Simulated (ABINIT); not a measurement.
RhN:

```
Rh N
1.0
     2.66640    0.00000    0.00000
     0.00000    2.66640    0.00000
     0.00000    0.00000    2.66640
Rh N
1 1
Direct
  0.00000 0.00000 0.00000
  0.50000 0.50000 0.50000
```

The cell comes from a database or a generator and needn't be the stable form of this composition.

Base run:

```yaml
Program: ABINIT 10.8.3 (patched build)
Functional: r2SCAN
Potentials_or_basis: JTH PAW PBE v2.0
Cutoff: 707 eV
k_mesh: 7 × 7 × 7
Occupations: gaussian, width 0.05 eV
Spin: collinear spin, ferromagnetic start
Starting_moments: "[4.0, 0.0] μB"
Hubbard_terms: Rh d U = 1 eV
```

Its results: band gap on the k mesh none (metal or under the smearing width); pressure 13.9 GPa; net moment 0.93 μB per cell; site moments Rh +0.76; N +0.11 μB.

Problem. The run is repeated on the same cell with these changes: hubbard terms from Rh d U = 1 eV to Rh d U = 6 eV. What comes out?

Solution. Band gap on the k mesh none (metal or under the smearing width); pressure 45.0 GPa; net moment 2.00 μB per cell; site moments Rh +2.10; N -0.08 μB.

Caveats: the PAW data sets were made with another functional, which shifts forces and pressure a little; the moment fell far below its start of 4 μB, so a state of higher moment may lie lower in energy (some runs); a pressure of tens of GPa on the cell as given is suspect, and the run, the potentials or the cell itself is likely at fault (some runs).
